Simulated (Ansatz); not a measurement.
# ClGeH4N: the cost of one run

Program: Ansatz 0.2.0. Level of theory: UKS B3LYP/def2-SVP. These are calculated values, not measurements.

### Step 1. Starting point

Bond lengths: Ge1–Cl2 2.590 Å, Ge1–N3 1.770 Å, Ge1–H5 1.528 Å, Ge1–H6 1.511 Å, N3–H7 1.012 Å. Angles: Cl2–Ge1–N3 79.8°, Cl2–Ge1–H5 108.9°, Cl2–Ge1–H6 101.1°, N3–Ge1–H5 130.1°, N3–Ge1–H6 114.9°, H5–Ge1–H6 111.3°, Ge1–N3–H7 121.6°.

Coordinates:

```xyz
7

Ge   -0.7523   -0.1982    0.1621
Cl    0.9307    1.4117    1.2963
N     0.7182   -0.5937   -0.7410
H     1.3627    0.3283   -0.0211
H    -1.9859    0.5950   -0.2665
H    -1.0708   -1.1360    1.3032
H     0.7973   -0.4069   -1.7329
```

### Step 2. A restrained relaxation towards end A

Springs on the bonds that form and break draw the guess towards this end; the thresholds are loose.

Input file input.yaml:

```yaml
crystal:
  periodic: [false, false, false]
  atoms:
    - { symbol: Ge, position_ang: [-0.7523, -0.1982, 0.1621] }
    - { symbol: Cl, position_ang: [0.9307, 1.4117, 1.2963] }
    - { symbol: "N", position_ang: [0.7182, -0.5937, -0.741] }
    - { symbol: H, position_ang: [1.3627, 0.3283, -0.0211] }
    - { symbol: H, position_ang: [-1.9859, 0.595, -0.2665] }
    - { symbol: H, position_ang: [-1.0708, -1.136, 1.3032] }
    - { symbol: H, position_ang: [0.7973, -0.4069, -1.7329] }
magnetization:
  spin_polarized: true
basis:
  gaussian: { orbitals: def2-SVP }
hamiltonian:
  xc: b3lyp
relax:
  f_tol: 0.15
  max_steps: 25
  restrain:
    - { distance: [3, 1], at: 2.63, k: 30.0 }
    - { distance: [0, 1], at: 2.22, k: 30.0 }
    - { distance: [3, 2], at: 1.02, k: 30.0 }
output:
  orbitals: {}
```

On the command line:

```console
$ ansatz run input.yaml --threads 2 --pin off --max-ram 3072MiB --backend cpu --events-out ev --progress --plain --runs-dir out
```

Q: Estimate wall time and peak memory on 2 threads of AMD EPYC 9R14 (Zen 4), shared host.

About 14 s, with a peak of 0.26 GiB.
